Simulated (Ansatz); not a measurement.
Na₃Al, space group Fm-3m, an equation of state with a fit

With Ansatz 0.2.0 through its Python package.

Notebook, run cell by cell (the value of a cell's last expression is shown):

In [1]:
```python
import ansatz as az
import numpy as np
```

In [2]:
```python
VECTORS = np.array([
    [0.0, 3.833004, 3.833004],
    [3.833004, 0.0, 3.833004],
    [3.833004, 3.833004, 0.0],
])
SITES = [
    ("Na", (0.25, 0.25, 0.25)),
    ("Na", (0.75, 0.75, 0.75)),
    ("Na", (0.5, 0.5, 0.5)),
    ("Al", (0.0, 0.0, 0.0)),
]
```

In [3]:
```python
def crystal_on(cell):
    crystal = az.Crystal(lattice=az.Lattice.of(cell))
    for symbol, position in SITES:
        crystal = crystal.atom(symbol, position)
    return crystal
```

In [4]:
```python
# scale the volume, keep shape and fractions
volumes, energies, pressures = [], [], []
for scale in np.linspace(0.94, 1.06, 7):
    cell = VECTORS * scale ** (1 / 3)
    job = (
        crystal_on(cell).calculation()
        .occupations("cold", width=100 * az.meV)
        .scf(tolerance=1e-08)
        .basis(500)
        .kpoints(5, 5, 5)
        .stress()
    )
    rep = job.run().report
    volumes.append(abs(np.linalg.det(cell)) / len(SITES))
    energies.append(rep["free_energy_ev"] / len(SITES))
    pressures.append(np.trace(rep["stress_gpa"]) / 3)
    print(f"V = {volumes[-1]:8.4f} A^3/atom  F = {energies[-1]:.5f} eV/atom  P = {pressures[-1]:8.3f} GPa")
```
```text
DeckWarning: output.stress: scf.convergence.dr2_threshold = 1e-8 eV is looser than the 4e-10 eV advised for a printed stress (1e-10 eV for each atom of the cell: 4). What an SCF threshold leaves in a stress goes as its square root, and in the free energy as [...]
V =  26.4677 A^3/atom  F = -1249.01569 eV/atom  P =    1.191 GPa
V =  27.0308 A^3/atom  F = -1249.01917 eV/atom  P =    0.794 GPa
V =  27.5940 A^3/atom  F = -1249.02132 eV/atom  P =    0.436 GPa
V =  28.1571 A^3/atom  F = -1249.02227 eV/atom  P =    0.113 GPa
V =  28.7202 A^3/atom  F = -1249.02215 eV/atom  P =   -0.178 GPa
V =  29.2834 A^3/atom  F = -1249.02105 eV/atom  P =   -0.441 GPa
V =  29.8465 A^3/atom  F = -1249.01907 eV/atom  P =   -0.678 GPa
```

In [5]:
```python
# third-order Birch-Murnaghan: a cubic in V^(-2/3)
x = np.array(volumes) ** (-2 / 3)
poly = np.polynomial.Polynomial.fit(x, energies, 3).convert()
roots = poly.deriv().roots()
x0 = min((r.real for r in roots if abs(r.imag) < 1e-9 and poly.deriv(2)(r.real) > 0), key=lambda r: abs(r - x.mean()))
v0 = x0 ** -1.5
b0 = 4 / 9 * poly.deriv(2)(x0) * v0 ** (-7 / 3) * 160.21766
b1 = 4 + 2 / 3 * x0 * poly.deriv(3)(x0) / poly.deriv(2)(x0)
print(f"V0 = {v0:.4f} A^3/atom, B0 = {b0:.1f} GPa, dB/dP = {b1:.2f}")
```
```text
V0 = 28.3683 A^3/atom, B0 = 14.9 GPa, dB/dP = 4.17
```

A third-order Birch-Murnaghan fit through the 7 points has its minimum at 28.37 Å³ an atom, 0.7 % above the typed cell, with a bulk modulus of 15 GPa and dB/dP = 4.2. From that minimum the energy rises by 6.7 meV an atom on the compressed side and 3.3 meV on the expanded side.

Notes:
- Absolute energies stand on the zero of these potentials, so only differences at equal settings mean something.
- For a metal this k-point mesh is coarse: on a finer one energies can move by several to tens of meV an atom and pressures by half a GPa or more, differences at one mesh by less.
- Pressure is positive in compression.
- No functional is typed, so the default, PBE, holds.
- This cell is a computed structure, which may not be the phase found in nature.
- Warnings are shown shortened and without file and line.
- Hardware and time: 8.9 s on 1 thread of Arm Neoverse V2, on a shared host, peak memory 0.41 GiB.

(Lines on the test bed's own set-up are left out of the output.)
